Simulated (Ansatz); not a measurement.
**CH6AlNSSn: geometry optimisation**

What geometry does CH6AlNSSn take? Wanted for CH6AlNSSn: a geometry optimisation. SMILES: N[CH]1[AlH][SnH]1[SH].

Computed with the Python package of Ansatz 0.2.0. Level of theory: CAM-B3LYP/def2-SVP.

## (1) Starting point

Bond lengths: N1–C2 1.425 Å, C2–Al3 1.945 Å, C2–Sn4 2.097 Å, Al3–Sn4 2.658 Å, Sn4–S5 2.486 Å, N1–H6 1.059 Å, N1–H7 1.096 Å, C2–H8 1.157 Å, Al3–H9 1.623 Å, Sn4–H10 1.703 Å, S5–H11 1.436 Å. Angles (14 of 19 angles, heavy atoms first): N1–C2–Al3 112.2°, N1–C2–Sn4 116.5°, Al3–C2–Sn4 82.2°, C2–Al3–Sn4 51.4°, C2–Sn4–Al3 46.5°, C2–Sn4–S5 114.8°, Al3–Sn4–S5 104.5°, N1–C2–H8 112.7°, Al3–C2–H8 116.3°, Sn4–C2–H8 113.7°, C2–N1–H6 111.2°, C2–N1–H7 105.9°, C2–Al3–H9 150.8°, Sn4–Al3–H9 157.8°.

The script reads ch6alnssn.xyz:

```xyz
11

N     0.20780    0.99140    1.33860
C     0.93910    0.43790    0.24850
Al    1.13670   -1.49100    0.39950
Sn   -0.17200   -0.09740   -1.44720
S    -2.57020   -0.58770   -1.01260
H    -0.73950    0.52940    1.43740
H    -0.06760    2.00700    1.03110
H     1.89980    1.03500    0.00600
H     1.71450   -2.80040    1.16400
H     0.44870   -0.68190   -2.92140
H    -2.73180    0.60080   -0.22340
```

## (2) Script

Input file opt_ch6alnssn.py:

```python
import itertools

import ansatz as az
from ase.data import atomic_numbers, covalent_radii
import numpy as np
import pandas as pd

config = {
    "basis_set": "def2-SVP",
    "xc": "cam_b3lyp",
}

ch6alnssn = az.Crystal.molecule_from_extxyz("ch6alnssn.xyz")

model = ch6alnssn.calculation().basis(gaussian=config["basis_set"]).functional(config["xc"]).accuracy("medium")
symbols = [site.symbol for site in ch6alnssn.cartesian_sites]
start = np.array([site.position_ang for site in ch6alnssn.cartesian_sites], dtype=float)
def progress(event):
    if event["event"] == "relax_step":
        row = event["data"]
        print(f"step {row['step']:3d}  E = {row['lagrangian_ev']:.6f} eV  largest force component {row['allowed_force_max_ev_ang']:.4f} eV/A")


r = model.relax(force_tolerance=0.02, max_steps=100).session().plan().execute(on_event=progress).report
end = np.array(r["positions_ang"])

for key in ("converged", "free_energy_ev", "reference_energy_ev", "n_frozen", "n_occupied", "n_virtual"):
    print(f"{key:22s} {r[key]}")

radius = [covalent_radii[atomic_numbers[s]] for s in symbols]
span = lambda where, i, j: np.linalg.norm(where[i] - where[j])
bonded = [(i, j) for i, j in itertools.combinations(range(len(symbols)), 2) if min(span(start, i, j), span(end, i, j)) < 1.2 * (radius[i] + radius[j])]
print("pair        before    after (A)")
for i, j in bonded:
    print(f"{symbols[i]}{i}-{symbols[j]}{j}".ljust(10), f"{span(start, i, j):8.4f} {span(end, i, j):8.4f}")
for first, second in list(itertools.combinations(bonded, 2)):
    shared = set(first) & set(second)
    if shared and symbols[(j := shared.pop())] != "H":
        i, k = sorted((set(first) | set(second)) - {j})
        u, v = end[i] - end[j], end[k] - end[j]
        angle = np.degrees(np.arccos(np.clip(u @ v / np.linalg.norm(u) / np.linalg.norm(v), -1, 1)))
        print(f"final angle {symbols[i]}{i}-{symbols[j]}{j}-{symbols[k]}{k}: {angle:.2f} deg")

charges = r["charge_distribution"]
table = pd.DataFrame({"atom": symbols, "mulliken": charges["mulliken_charges_e"], "lowdin": charges["lowdin_charges_e"]})
print(table.round(3).to_string())
print("dipole (e A):", np.round(charges["dipole_moment_e_ang"], 4) + 0.0)
with open("ch6alnssn_opt.xyz", "w") as handle:
    handle.write(f"{len(symbols)}\nrelaxed CH6AlNSSn\n")
    handle.writelines(f"{s:2s} {x:11.6f} {y:11.6f} {z:11.6f}\n" for s, (x, y, z) in zip(symbols, end))
```

## (3) The run

Launch:

```console
python opt_ch6alnssn.py
```

The program printed, cut to the lines that bear on the results:

```text
step   1  E = -25876.277708 eV  largest force component 3.0486 eV/A
step   2  E = -25877.295832 eV  largest force component 1.1621 eV/A
step   3  E = -25877.593628 eV  largest force component 0.6075 eV/A
step   4  E = -25877.756202 eV  largest force component 0.5365 eV/A
step   5  E = -25877.803408 eV  largest force component 0.5189 eV/A
step   6  E = -25877.888472 eV  largest force component 0.4539 eV/A
step   7  E = -25877.926646 eV  largest force component 0.2337 eV/A
step   8  E = -25877.956859 eV  largest force component 0.3177 eV/A
step   9  E = -25877.980072 eV  largest force component 0.3701 eV/A
step  10  E = -25877.989718 eV  largest force component 0.4594 eV/A
step  11  E = -25878.007815 eV  largest force component 0.4432 eV/A
step  12  E = -25878.035779 eV  largest force component 0.3368 eV/A
step  13  E = -25878.062281 eV  largest force component 0.4019 eV/A
step  14  E = -25878.093319 eV  largest force component 0.3563 eV/A
step  15  E = -25878.124651 eV  largest force component 0.4865 eV/A
step  16  E = -25878.163970 eV  largest force component 0.4415 eV/A
step  17  E = -25878.191658 eV  largest force component 0.6107 eV/A
step  18  E = -25878.223316 eV  largest force component 0.3818 eV/A
step  19  E = -25878.241304 eV  largest force component 0.4602 eV/A
step  20  E = -25878.287588 eV  largest force component 0.2797 eV/A
step  21  E = -25878.313229 eV  largest force component 0.3710 eV/A
[...]
step  34  E = -25878.392916 eV  largest force component 0.0374 eV/A
step  35  E = -25878.392956 eV  largest force component 0.0329 eV/A
step  36  E = -25878.393007 eV  largest force component 0.0180 eV/A
converged              True
free_energy_ev         -25878.393150198055
reference_energy_ev    -25878.393150198055
n_frozen               0
n_occupied             [35, 35]
n_virtual              [85, 85]
pair        before    after (A)
N0-C1        1.4246   1.3316
N0-H5        1.0586   1.0142
N0-H6        1.0963   1.0145
C1-Al2       1.9449   1.9465
C1-Sn3       2.0968   3.1319
C1-H7        1.1568   1.0999
Al2-Sn3      2.6580   2.5093
Al2-H8       1.6226   1.5842
Sn3-S4       2.4861   2.4380
Sn3-H9       1.7030   1.7277
S4-H10       1.4358   1.3483
final angle C1-N0-H5: 120.83 deg
final angle C1-N0-H6: 122.96 deg
final angle N0-C1-Al2: 130.74 deg
final angle N0-C1-Sn3: 161.61 deg
final angle N0-C1-H7: 111.38 deg
final angle H5-N0-H6: 116.19 deg
final angle Al2-C1-Sn3: 53.21 deg
final angle Al2-C1-H7: 117.27 deg
final angle C1-Al2-Sn3: 88.38 deg
final angle C1-Al2-H8: 119.46 deg
final angle Sn3-C1-H7: 71.13 deg
final angle C1-Sn3-Al2: 38.41 deg
final angle C1-Sn3-S4: 167.77 deg
final angle C1-Sn3-H9: 89.79 deg
final angle Sn3-Al2-H8: 131.27 deg
final angle Al2-Sn3-S4: 132.56 deg
final angle Al2-Sn3-H9: 120.23 deg
final angle S4-Sn3-H9: 102.18 deg
final angle Sn3-S4-H10: 94.86 deg
   atom  mulliken  lowdin
0     N    -0.071   0.237
1     C    -0.187  -0.034
2    Al     0.207  -0.184
3    Sn     0.156   0.056
4     S    -0.263   0.069
5     H     0.152   0.031
6     H     0.139   0.026
7     H     0.062   0.019
8     H    -0.154  -0.105
9     H    -0.108  -0.089
10    H     0.067  -0.026
dipole (e A): [0.6287 0.981  0.5388]
```

Wall time 6.3 min (1 thread of Arm Neoverse V1, shared host); peak memory 0.51 GiB.

File ch6alnssn_opt.xyz afterwards:

```xyz
11
relaxed CH6AlNSSn
N     1.474140    1.348851    1.781306
C     0.949863    0.682764    0.754352
Al    0.678680   -1.225577    0.483292
Sn   -1.125115   -0.662272   -1.167620
S    -2.847048   -2.005855   -2.250835
H     1.661771    0.882301    2.662079
H     1.684434    2.340700    1.746223
H     0.785573    1.342947   -0.109936
H     0.684384   -2.198716    1.733365
H    -0.896563    0.620795   -2.301804
H    -2.984620   -1.182839   -3.309923
```

Lines on the test bed's own set-up are left out of the output.

## (4) The run's own record

From the engine's report, whether the script printed it or not:

```tsv
item	value
SCF cycles in all	286
orbitals	120
total energy (eV)	-25878.39315
```

## (5) Path of the relaxation

Step by step:

```csv
step,energy from step 1 (eV),largest force component (eV/Å)
1,0.0000,3.0486
2,-1.0181,1.1621
3,-1.3159,0.6075
4,-1.4785,0.5365
5,-1.5257,0.5189
6,-1.6108,0.4539
7,-1.6489,0.2337
8,-1.6792,0.3177
9,-1.7024,0.3701
10,-1.7120,0.4594
11,-1.7301,0.4432
12,-1.7581,0.3368
13,-1.7846,0.4019
14,-1.8156,0.3563
15,-1.8469,0.4865
16,-1.8863,0.4415
17,-1.9139,0.6108
18,-1.9456,0.3818
19,-1.9636,0.4602
20,-2.0099,0.2797
21,-2.0355,0.3710
22,-2.0563,0.3238
23,-2.0703,0.2965
24,-2.0841,0.2755
25,-2.0968,0.3786
26,-2.0951,0.4864
27,-2.1064,0.2577
28,-2.1080,0.1092
29,-2.1102,0.2736
30,-2.1134,0.1198
31,-2.1143,0.1066
32,-2.1147,0.0505
33,-2.1150,0.0264
34,-2.1152,0.0374
35,-2.1152,0.0329
36,-2.1153,0.0180
```

Step 1 is the start. Step 26 was tried and not accepted.

Before: Bond lengths: N1–C2 1.425 Å, C2–Al3 1.945 Å, C2–Sn4 2.097 Å, Al3–Sn4 2.658 Å, Sn4–S5 2.486 Å, N1–H6 1.059 Å, N1–H7 1.096 Å, C2–H8 1.157 Å, Al3–H9 1.623 Å, Sn4–H10 1.703 Å, S5–H11 1.436 Å. Angles (14 of 19 angles, heavy atoms first): N1–C2–Al3 112.2°, N1–C2–Sn4 116.5°, Al3–C2–Sn4 82.2°, C2–Al3–Sn4 51.4°, C2–Sn4–Al3 46.5°, C2–Sn4–S5 114.8°, Al3–Sn4–S5 104.5°, N1–C2–H8 112.7°, Al3–C2–H8 116.3°, Sn4–C2–H8 113.7°, C2–N1–H6 111.2°, C2–N1–H7 105.9°, C2–Al3–H9 150.8°, Sn4–Al3–H9 157.8°.

After: Bond lengths: N1–C2 1.332 Å, C2–Al3 1.946 Å, Al3–Sn4 2.509 Å, Sn4–S5 2.438 Å, N1–H6 1.014 Å, N1–H7 1.015 Å, C2–H8 1.100 Å, Al3–H9 1.584 Å, Sn4–H10 1.728 Å, S5–H11 1.348 Å. Angles: N1–C2–Al3 130.7°, N1–C2–H8 111.4°, Al3–C2–H8 117.3°, C2–N1–H6 120.8°, C2–N1–H7 123.0°, H6–N1–H7 116.2°, C2–Al3–Sn4 88.4°, C2–Al3–H9 119.5°, Sn4–Al3–H9 131.3°, Al3–Sn4–S5 132.6°, Al3–Sn4–H10 120.2°, S5–Sn4–H10 102.2°, Sn4–S5–H11 94.9°.

## (6) Results

| quantity | value |
| --- | --- |
| total energy | -25878.3932 eV |
| dipole moment | 6.17 D |
| moves of the relaxation | 34 |
| energy gained | 2.115 eV |
| last largest force component | 0.0180 eV/Å |

What this shows: After 34 moves the largest shift is 3.574 Å, of atom 11 (H). So large a move can change the bonding: the results belong to the relaxed structure. What to keep in mind:
- The end point is the stationary point reached from this start; no frequency run checks that it is a minimum, and the basis set is modest.
- def2 sets replace the cores of elements past krypton by effective core potentials.
- The Löwdin charges here are taken after orthogonalising the functions within each atom; they differ from plain Löwdin charges, and their signs can be unphysical.
- The bonding changed during the relaxation, so the end is another isomer than the start names.
